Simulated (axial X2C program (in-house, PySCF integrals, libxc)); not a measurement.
# A two-component session on WC⁺: properties at the nuclei

Aim: properties at the nuclei of WC⁺, with spin–orbit coupling in the Hamiltonian from the start.

The runs use an in-house X2C program for linear molecules on PySCF integrals; two-component X2C with atomic mean-field terms, W dyall-cv3z, C dyall-v3z.

All values are calculated.

## Step 1: Input

task.json

```json
{"zs": [74, 6], "q": 1, "bas": ["dyall-cv3z", "dyall-v3z"], "r0": 1.87, "levels": ["PBE0", "HF", "BHandHLYP", "LDA", "B3LYP"], "nst": 3}
```

Keys: zs atomic numbers; q charge; bas basis sets; r0 starting distance in Å; levels methods (HF also brings MP2); nst determinants followed.

Launch:

```console
> python soeom.py task.json out
```

Nuclei are Gaussian, cores are contracted, and the Gaunt term is on.

## Step 2: Expectation values, lowest determinant

R = 1.681 Å. State: Ω = 3/2 (excess of +ω over −ω: ω = 3/2).

Output of the PBE0 run:

```text
two-component X2C + atomic mean field  PBE0
basis functions 227  fitting functions 1148  grid points 5076
iter        total energy     max residual
   1     -16179.934673337     1.26e-05
   2     -16179.934673344     1.44e-05
   3     -16179.934673346     1.31e-05
   4     -16179.934673350     4.41e-06
   5     -16179.934673352     1.71e-06
converged
one-electron -22442.10883577  Coulomb 6469.98555395  exact exchange -82.05498957  xc functional -251.51869917  nuclear repulsion 139.77078028  atomic mean-field constant -14.00848307
```

The highest occupied spinor is 47% W d, 33% W s, 10% C p.

```
    level  Eeff magnitude (GV/cm)  Ws magnitude W (kHz)  A∥/gI W (MHz)  qzz W (a.u.)  A∥/gI C (MHz)  qzz C (a.u.)
     PBE0                    6.69                  4.06           -677         -6.96            124         -0.07
       HF                    6.01                  4.05          -1690         -6.87            191         -0.14
BHandHLYP                    4.36                  2.66           -513         -6.86            126         -0.12
      LDA                    7.13                  4.07           -349         -7.96            109         -0.10
    B3LYP                    7.01                  4.13           -448         -7.33            119         -0.08
```

Eeff is the effective electric field on the electron dipole moment in this Ω state and Ws the scalar–pseudoscalar constant (defined with the proton number Z and per Ω); A∥ is the parallel hyperfine constant, which follows by multiplying with the nuclear g factor gI = μI/(I μN); qzz is the electric field gradient, eQq0 = 234.96 MHz × Q/barn × qzz. The operators were transformed with the bare-nucleus X2C matrices.

## Step 3: Expectation values, a higher determinant

R = 1.681 Å. State: Ω = 1/2 (excess of +ω over −ω: 2 × ω = -1/2, ω = 3/2), 0.33 eV above the lowest in the PBE0 search for states (made at or near this distance, with looser thresholds).

Output of the PBE0 run:

```text
two-component X2C + atomic mean field  PBE0
basis functions 227  fitting functions 1148  grid points 5076
iter        total energy     max residual
   1     -16179.922500489     1.87e-05
   2     -16179.922500505     1.83e-05
   3     -16179.922500509     2.03e-05
   4     -16179.922500518     8.47e-06
   5     -16179.922500521     2.33e-06
   6     -16179.922500521     8.48e-07
converged
one-electron -22439.90699393  Coulomb 6467.75186844  exact exchange -82.04512552  xc functional -251.48454672  nuclear repulsion 139.77078028  atomic mean-field constant -14.00848307
```

The highest occupied spinor is 56% W s, 20% C p, 15% W d.

```csv
level,Eeff magnitude (GV/cm),Ws magnitude W (kHz),A∥/gI W (MHz),qzz W (a.u.),A∥/gI C (MHz),qzz C (a.u.)
PBE0,15.4,26.9,-15600,-5.65,-400,0.10
HF,13.8,22,-14400,-5.22,-313,0.05
BHandHLYP,13.7,22.8,-15700,-5.64,-399,0.03
LDA,18.5,33.5,-15900,-6.05,-430,0.16
B3LYP,17.2,30.3,-15700,-5.87,-421,0.11
```

## Step 4: Expectation values, a higher determinant

R = 1.681 Å. State: Ω = 5/2 (excess of +ω over −ω: ω = 5/2), 0.54 eV above the lowest in the PBE0 search for states (made at or near this distance, with looser thresholds).

Output of the PBE0 run:

```text
two-component X2C + atomic mean field  PBE0
basis functions 227  fitting functions 1148  grid points 5076
iter        total energy     max residual
   1     -16179.914792215     1.52e-05
   2     -16179.914792226     1.46e-05
   3     -16179.914792229     1.24e-05
   4     -16179.914792234     1.42e-05
   5     -16179.914792238     3.00e-06
   6     -16179.914792239     8.22e-07
converged
one-electron -22441.79944965  Coulomb 6469.68852622  exact exchange -82.05334616  xc functional -251.51281986  nuclear repulsion 139.77078028  atomic mean-field constant -14.00848307
```

The highest occupied spinor is 99% W d.

```
    level  Eeff magnitude (GV/cm)  Ws magnitude W (kHz)  A∥/gI W (MHz)  qzz W (a.u.)  A∥/gI C (MHz)  qzz C (a.u.)
     PBE0                     5.8                  2.43           1320         -7.35          -69.7         -0.09
       HF                    3.21                  1.53           1880         -7.14           -113         -0.14
BHandHLYP                    3.27                  1.49           1210         -7.26          -72.5         -0.13
      LDA                    6.02                  2.35           1120         -8.33          -58.8         -0.13
    B3LYP                     6.1                  2.45           1180         -7.73            -66         -0.10
```

## Step 5: Summary of results

| quantity | value |
| --- | --- |
| lowest determinant | Ω = 3/2 (excess of +ω over −ω: ω = 3/2) |
| Eeff magnitude (GV/cm), PBE0 | 6.69 |
| Ws magnitude W (kHz), PBE0 | 4.06 |
| A∥/gI W (MHz), PBE0 | -677 |
| qzz W (a.u.), PBE0 | -6.96 |
| higher determinant | Ω = 1/2 (excess of +ω over −ω: 2 × ω = -1/2, ω = 3/2) |
| Eeff magnitude (GV/cm), PBE0, higher determinant | 15.4 |
| Ws magnitude W (kHz), PBE0, higher determinant | 26.9 |
| A∥/gI W (MHz), PBE0, higher determinant | -15600 |
| qzz W (a.u.), PBE0, higher determinant | -5.65 |
| higher determinant | Ω = 5/2 (excess of +ω over −ω: ω = 5/2) |
| Eeff magnitude (GV/cm), PBE0, higher determinant | 5.8 |
| Ws magnitude W (kHz), PBE0, higher determinant | 2.43 |
| A∥/gI W (MHz), PBE0, higher determinant | 1320 |
| qzz W (a.u.), PBE0, higher determinant | -7.35 |

In words: In the first state, the effective field runs from 4.36 to 7.13 GV/cm over the mean-field levels. The expectation values come from single determinants, which for open shells can mix terms of unlike spin or miss the lowest Ω, so a determinant need not be a state. Eeff is the effective electric field on the electron dipole moment in this Ω state and Ws the scalar–pseudoscalar constant (defined with the proton number Z and per Ω); A∥ is the parallel hyperfine constant, which follows by multiplying with the nuclear g factor gI = μI/(I μN); qzz is the electric field gradient, eQq0 = 234.96 MHz × Q/barn × qzz. The operators were transformed with the bare-nucleus X2C matrices.
